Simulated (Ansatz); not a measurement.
This script drives the Ansatz DFT code, driven from Python.

`bend.py`:
```python
"""Energy of AlFH2Se against one bond angle."""

import ansatz as az
from ase import Atoms

atoms = Atoms(["F", "Al", "Se", "H", "H"], positions=[
    [-1.5598, -0.4048, 1.4411],
    [-0.2164, -0.5945, 0.314],
    [1.286, 1.2173, -0.0978],
    [0.0767, -1.9854, -0.4181],
    [0.4634, 1.6938, -1.2806],
])

# relax first, so that the scan starts from a minimum
first = az.Crystal.molecule_from_ase(atoms).calculation()
first = first.basis(gaussian="def2-SVP")
first = first.functional("pbe0").relax(force_tolerance=0.02, max_steps=80)
atoms.positions = first.run(threads=1).report["positions_ang"]

rows = []
for angle in [90, 100, 110, 120, 135, 150, 165, 179]:
    bent = atoms.copy()
    bent.set_angle(1, 2, 4, angle, indices=[4])
    calculation = (
        az.Crystal.molecule_from_ase(bent).calculation()
        .basis(gaussian="def2-SVP")
        .correlation("mp2")
    )
    rows.append((angle, calculation.run(threads=1).report["free_energy_ev"]))
floor = min(e for _, e in rows)
for angle, e in rows:
    print(f"angle Al1-Se2-H4 = {angle:3d} deg   {1000 * (e - floor):9.1f} meV")
```

It is started by `python bend.py`. Estimate its wall time and peak memory on 1 thread of Arm Neoverse V1 (shared host).

It took about 46 s, with a peak of 0.22 GiB, for 9 runs of the engine.

`python bend.py` gives:
```text
angle Al1-Se2-H4 =  90 deg         0.0 meV
angle Al1-Se2-H4 = 100 deg        31.1 meV
angle Al1-Se2-H4 = 110 deg       141.7 meV
angle Al1-Se2-H4 = 120 deg       323.9 meV
angle Al1-Se2-H4 = 135 deg       698.4 meV
angle Al1-Se2-H4 = 150 deg      1122.1 meV
angle Al1-Se2-H4 = 165 deg      1473.8 meV
angle Al1-Se2-H4 = 179 deg      1611.0 meV
```

The scan is rigid, and the energies are electronic, in a modest basis. The zero is the lowest point of the grid, which needn't be the minimum. The start is relaxed with a density functional and scanned with the wavefunction method, so it isn't exactly that method's minimum.
